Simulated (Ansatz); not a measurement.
**H2BrO (doublet): from Hartree-Fock to the top rungs at distance O1–H3 along a hydrogen transfer = 1.285 Å, cc-pVDZ**

How much of the correlation energy of H2BrO (doublet) does each wave-function method recover here?

The runs use Ansatz 0.2.0, Gaussian basis; cc-pVDZ, core rule «outside noble gas», up to 15 orbitals frozen.

The runs, in order: UHF; CCSD(T) on ROHF; CCSD(T) on UHF; BCCD(T) on ROHF; CISD; CCSDT(Q) on ROHF; CCSDT(Q) on UHF; CASSCF and MRCISD+Q, 3 electrons in 3 orbitals; CASSCF and NEVPT2, 3 electrons in 3 orbitals; CASSCF and MRCISD+Q, 15 electrons in 10 orbitals; CASSCF and NEVPT2, 15 electrons in 10 orbitals.

6 further runs of the same task are left out: 6 that didn't finish.

## (1) What is computed

The geometry derives from fragments relaxed apart (PBE0/def2-TZVP) and kept rigid, so it is no stationary point. A hydrogen atom is moved between rigid fragments. No spin-orbit coupling is included. The filled d shell of Br may be among the frozen orbitals whatever the setting's name suggests; the logs give the count.

4 atoms, charge 0, spin multiplicity 2.

Atoms are counted from 1 here; the program's logs count them from 0.

Bond lengths: O1–H2 0.960 Å, H3–Br4 1.530 Å.

## (2) UHF

The input, in.yaml:

```yaml
crystal:
  periodic: [false, false, false]
  atoms:
    - {symbol: O, position_ang: [-0.962673, -0.231644, 0.000000]}
    - {symbol: H, position_ang: [-1.211982, 0.694932, 0.000000]}
    - {symbol: H, position_ang: [0.322327, -0.231644, 0.000000]}
    - {symbol: Br, position_ang: [1.852327, -0.231644, 0.000000]}
basis:
  gaussian: {orbitals: cc-pVDZ}
magnetization: {spin_polarized: true, initial_magnetization: 1}
hamiltonian: {xc: hf}
output: {orbitals: {seedname: orbitals}}
```

Started as:

```console
> ansatz run in.yaml --threads 1 --pin off --events-out ev --progress --plain --max-ram 2393MiB
```

Further steps of the session: CCSD(T) on ROHF; CCSD(T) on UHF; BCCD(T) on ROHF; CISD; CCSDT(Q) on ROHF; CCSDT(Q) on UHF; CASSCF and MRCISD+Q, 3 electrons in 3 orbitals; CASSCF and NEVPT2, 3 electrons in 3 orbitals; CASSCF and MRCISD+Q, 15 electrons in 10 orbitals; CASSCF and NEVPT2, 15 electrons in 10 orbitals.

Before running them: what should the planned runs give, taken together? Wanted: UCCSDT(Q) below the RHF energy; RMP2 from UCCSDT(Q); UMP2 from UCCSDT(Q); RCCSD from UCCSDT(Q); RCCSD(T) from UCCSDT(Q); UCCSD(T) from UCCSDT(Q); RCCSDT(Q) from UCCSDT(Q); NEVPT2 valence from UCCSDT(Q); MRCISD+Q valence from UCCSDT(Q).

**Answer**, as computed:

| quantity | value |
| --- | --- |
| UCCSDT(Q) below the RHF energy | -9.1201 eV |
| RMP2 from UCCSDT(Q) | +24.32 kcal/mol |
| UMP2 from UCCSDT(Q) | +23.57 kcal/mol |
| RCCSD from UCCSDT(Q) | +4.96 kcal/mol |
| RCCSD(T) from UCCSDT(Q) | +0.94 kcal/mol |
| UCCSD(T) from UCCSDT(Q) | +0.88 kcal/mol |
| RCCSDT(Q) from UCCSDT(Q) | +0.02 kcal/mol |
| NEVPT2 valence from UCCSDT(Q) | +44.55 kcal/mol |
| MRCISD+Q valence from UCCSDT(Q) | +9.95 kcal/mol |
| levels within 1 kcal/mol (43 meV) | RCCSD(T), UCCSD(T), BCCD(T), RCCSDT, UCCSDT, RCCSDT(Q) |
| T1 diagnostic | 0.040 |
| effectively unpaired electrons | 1.01 |

What this shows: RCCSD(T) misses by +0.94 kcal/mol, 0.4 % of the correlation energy. One determinant dominates. Of the multireference levels listed MRCISD+Q valence comes nearest in total energy (+9.95 kcal/mol), which doesn't show that its space is the better one. Coupled cluster took another determinant than the lowest Hartree-Fock one. These misses are within one basis, not against nature; the frozen cores of restricted and unrestricted runs differ, which can shift their rows.
